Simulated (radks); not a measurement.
# Mg⁴⁺ in [He] 2s2 2p3.5 3p0.5: an all-electron calculation

One table from this session's results is given with a row withheld; the runs are named, their logs left out.

Program: radks (a radial shooting solver on a logarithmic mesh, Libxc functionals) version 1. Level of theory: scalar-relativistic Kohn-Sham, PBE, spin-unpolarised, spherical densities, finite nucleus. These are calculated values, not measurements, unless marked.

### The atom as given

* element: magnesium (Z = 12)
* charge: +4
* electrons: 8
* configuration: [He] 2s2 2p3.5 3p0.5
* nuclear rms radius: 3.057 fm

Set-up of the first run:

Settings of this run:

```text
Z 12
configuration [He] 2s2 2p3.5 3p0.5
relativity scalar-relativistic
functional pbe,pbe
spin unpolarised
nucleus finite rms 3.057 fm
c 137.035999084
```

On the command line:

```
$ python run_ks.py task.json out
```

The same process makes all the runs of this session.

One table of the session follows, with a row left open; its other results are not shown here.

It belongs to the step «Shells». Radial moments (bohr):

```
level     <r>  outermost maximum (interpolated)  90 % within
   1s  0.1304                            0.0850        0.233
   2s  0.6397                             0.523        0.998
   2p       ?                                 ?            ?
   3p   1.951                              1.75         2.91
```

Estimate the missing values for 2p.

As computed: <r>: 0.5925; outermost maximum (interpolated): 0.444; 90 % within: 0.981. In the column «<r>» it lies between 1s (0.1304) and 2s (0.6397).
